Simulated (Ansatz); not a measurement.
# Alloy of AlN and SiC (45 of 48 Al sites, 45 of 48 N sites exchanged), 96 atoms

How does this alloy cell relax, and what gap do PBEsol, HSE06 and r²SCAN give?

Method: density functional theory in Ansatz 0.2.0, PAW datasets, plane waves.

### 1 The system as built

96 atoms (45 Si, 3 Al, 45 C, 3 N); a = 9.235 Å, b = 10.663 Å, c = 10.087 Å, α = 90.00°, β = 90.00°, γ = 90.00°. All atoms were shaken off their sites by about 0.02 Å along each axis.

The runs, in order: (2) PBEsol cell relaxation at the single k point (¼, ¼, ¼), on 1 × NVIDIA GB300 Max-Q with 8 threads of Arm Neoverse-V2; (3) HSE06 single point at the Γ point alone, on 1 × NVIDIA GB300 Max-Q with 8 threads of Arm Neoverse-V2; (4) r²SCAN single point at the Γ point alone, on 1 × NVIDIA GB300 Max-Q with 8 threads of Arm Neoverse-V2.

### 2 Relaxing cell and atoms with PBEsol

Contents of in.yaml:

```yaml
crystal:
  lattice:
    - [9.234855, 0.000000, 0.000000]
    - [0.000000, 10.663492, 0.000000]
    - [0.000000, 0.000000, 10.087455]
  atoms:
    - { symbol: Si, position: [0.163185, 0.081965, 0.251542] }
    - { symbol: Si, position: [0.164021, 0.083461, 0.748832] }
    - { symbol: Si, position: [0.998733, 0.332324, 0.247946] }
    - { symbol: Si, position: [0.000381, 0.332764, 0.752995] }
    - { symbol: Si, position: [0.501360, 0.084574, 0.251564] }
    - { symbol: Si, position: [0.498506, 0.082514, 0.749340] }
    - { symbol: Si, position: [0.333037, 0.333636, 0.248623] }
    - { symbol: Si, position: [0.334132, 0.332224, 0.746127] }
    - { symbol: Si, position: [0.169488, 0.584663, 0.253009] }
    - { symbol: Si, position: [0.161652, 0.582888, 0.750369] }
    - { symbol: Si, position: [0.000158, 0.831955, 0.250315] }
    - { symbol: Si, position: [0.998125, 0.833183, 0.748184] }
    - { symbol: Si, position: [0.833656, 0.084430, 0.248681] }
    - { symbol: Si, position: [0.835000, 0.085187, 0.748415] }
    - { symbol: Si, position: [0.663094, 0.335760, 0.250586] }
    - { symbol: Si, position: [0.662574, 0.332099, 0.751372] }
    - { symbol: Si, position: [0.502458, 0.588109, 0.250534] }
    - { symbol: Si, position: [0.500428, 0.581788, 0.749916] }
    - { symbol: Si, position: [0.330567, 0.830601, 0.246246] }
    - { symbol: Si, position: [0.335201, 0.833632, 0.750172] }
    - { symbol: Si, position: [0.836944, 0.583325, 0.246061] }
    - { symbol: Si, position: [0.668637, 0.832169, 0.248457] }
    - { symbol: Si, position: [0.667990, 0.835096, 0.750445] }
    - { symbol: Si, position: [0.997030, 0.161421, 0.497706] }
    - { symbol: Si, position: [0.998186, 0.169169, 0.996433] }
    - { symbol: Si, position: [0.333315, 0.166529, 0.500194] }
    - { symbol: Si, position: [0.329848, 0.166560, 0.998815] }
    - { symbol: Si, position: [0.167451, 0.415941, 0.499581] }
    - { symbol: Si, position: [0.166170, 0.418511, 0.999481] }
    - { symbol: Si, position: [0.000438, 0.669157, 0.501626] }
    - { symbol: Si, position: [0.000764, 0.664874, 0.000062] }
    - { symbol: Si, position: [0.665667, 0.166747, 0.500091] }
    - { symbol: Si, position: [0.667115, 0.168196, 0.999152] }
    - { symbol: Si, position: [0.500858, 0.414731, 0.503735] }
    - { symbol: Si, position: [0.497947, 0.414199, 0.999995] }
    - { symbol: Si, position: [0.332680, 0.664403, 0.499780] }
    - { symbol: Si, position: [0.169140, 0.914187, 0.502368] }
    - { symbol: Si, position: [0.160352, 0.916454, 0.000292] }
    - { symbol: Si, position: [0.833615, 0.417230, 0.501155] }
    - { symbol: Si, position: [0.829326, 0.414498, 0.998760] }
    - { symbol: Si, position: [0.667427, 0.668922, 0.504464] }
    - { symbol: Si, position: [0.668335, 0.661819, 0.998310] }
    - { symbol: Si, position: [0.497602, 0.917657, 0.000924] }
    - { symbol: Si, position: [0.829368, 0.915807, 0.498608] }
    - { symbol: Si, position: [0.835398, 0.917292, 0.001464] }
    - { symbol: Al, position: [0.831684, 0.580480, 0.751862] }
    - { symbol: Al, position: [0.335508, 0.665707, 0.997354] }
    - { symbol: Al, position: [0.500502, 0.918301, 0.499172] }
    - { symbol: C, position: [0.000489, 0.168723, 0.187813] }
    - { symbol: C, position: [0.002067, 0.166150, 0.682040] }
    - { symbol: C, position: [0.335345, 0.167712, 0.688621] }
    - { symbol: C, position: [0.169593, 0.415530, 0.186665] }
    - { symbol: C, position: [0.169035, 0.415566, 0.687633] }
    - { symbol: C, position: [0.003513, 0.664442, 0.186562] }
    - { symbol: C, position: [0.000152, 0.667650, 0.691751] }
    - { symbol: C, position: [0.664492, 0.167470, 0.187438] }
    - { symbol: C, position: [0.661199, 0.167966, 0.692523] }
    - { symbol: C, position: [0.497846, 0.416622, 0.187156] }
    - { symbol: C, position: [0.495537, 0.419499, 0.685310] }
    - { symbol: C, position: [0.331698, 0.665817, 0.191812] }
    - { symbol: C, position: [0.331142, 0.666934, 0.685383] }
    - { symbol: C, position: [0.163533, 0.916465, 0.191681] }
    - { symbol: C, position: [0.166593, 0.916331, 0.689190] }
    - { symbol: C, position: [0.832772, 0.416447, 0.187730] }
    - { symbol: C, position: [0.832588, 0.416696, 0.690686] }
    - { symbol: C, position: [0.668608, 0.667291, 0.188749] }
    - { symbol: C, position: [0.668725, 0.668059, 0.688525] }
    - { symbol: C, position: [0.497335, 0.915588, 0.190105] }
    - { symbol: C, position: [0.498469, 0.918159, 0.687205] }
    - { symbol: C, position: [0.837294, 0.919450, 0.186143] }
    - { symbol: C, position: [0.832396, 0.917383, 0.685726] }
    - { symbol: C, position: [0.166268, 0.083379, 0.438662] }
    - { symbol: C, position: [0.164136, 0.083155, 0.936639] }
    - { symbol: C, position: [0.996798, 0.332749, 0.437868] }
    - { symbol: C, position: [0.002718, 0.332996, 0.940896] }
    - { symbol: C, position: [0.497883, 0.081524, 0.437416] }
    - { symbol: C, position: [0.499688, 0.085390, 0.937718] }
    - { symbol: C, position: [0.336459, 0.332441, 0.440353] }
    - { symbol: C, position: [0.331015, 0.334043, 0.935100] }
    - { symbol: C, position: [0.163872, 0.584007, 0.432866] }
    - { symbol: C, position: [0.002678, 0.833679, 0.436272] }
    - { symbol: C, position: [0.001631, 0.833598, 0.939592] }
    - { symbol: C, position: [0.835639, 0.083936, 0.435470] }
    - { symbol: C, position: [0.838688, 0.081791, 0.938659] }
    - { symbol: C, position: [0.666965, 0.331085, 0.940630] }
    - { symbol: C, position: [0.501819, 0.585480, 0.438763] }
    - { symbol: C, position: [0.500814, 0.583881, 0.938332] }
    - { symbol: C, position: [0.333166, 0.833154, 0.438853] }
    - { symbol: C, position: [0.330688, 0.831467, 0.939381] }
    - { symbol: C, position: [0.833438, 0.584971, 0.435808] }
    - { symbol: C, position: [0.831948, 0.584238, 0.936088] }
    - { symbol: C, position: [0.662306, 0.832018, 0.439730] }
    - { symbol: C, position: [0.668781, 0.835017, 0.936290] }
    - { symbol: N, position: [0.332386, 0.166336, 0.188505] }
    - { symbol: N, position: [0.168259, 0.583467, 0.933631] }
    - { symbol: N, position: [0.662084, 0.330827, 0.438011] }
  symmetry: { detect: false }
kpoints:
  mp_grid: { grid: [1, 1, 1], shift: [0.25, 0.25, 0.25] }
hamiltonian:
  xc: pbesol
scf:
  occupations: { method: fermi_dirac, width: 0.01 }
relax:
  f_tol: 0.03
  max_steps: 80
  escape_saddle: false
  adjacent_minimum: "off"
  cell: { fix: [alpha, beta, gamma] }
output:
  forces: true
  eigenvalues: true
  populations: true
```

After this run come: HSE06 on the final geometry; r²SCAN single point.

Before running it: what results should come out? Wanted: for each run, top filled to lowest empty.

As calculated:

| level | time | k points | top filled to lowest empty (eV) |
| --- | --- | --- | --- |
| PBEsol, relaxation | 11 s (GPU) | (¼, ¼, ¼) | 2.83 |
| HSE06 | 22 s (GPU) | Γ | 3.13 |
| r²SCAN | 4.8 s (GPU) | Γ | 2.57 |

| quantity | value |
| --- | --- |
| relaxation | 6 recorded steps, 3.14 eV gained |
| largest shift | 0.15 Å (C76) |
| relaxed cell | a = 9.240 Å, b = 10.669 Å, c = 10.093 Å, α = 90.00°, β = 90.00°, γ = 90.00° |
| mean bonds | Al–C 1.978, C–Si 1.882, N–Si 1.896 Å |

**Reading.** Relaxation gains 3.14 eV, with shifts up to 0.15 Å (C76), while the volume changes by +0.2 %. The mean lengths of the listed bonds run from C–Si 1.88 Å to Al–C 1.98 Å. At the same k points, r²SCAN gives a spacing 0.56 eV smaller than the 3.13 eV of HSE06. Rows on different k points differ by sampling as well as by level. The price of HSE06 is about 4.6 times the time of r²SCAN here. With one k point the spacing samples only the states that fold onto it, so it can exceed the gap over the zone.
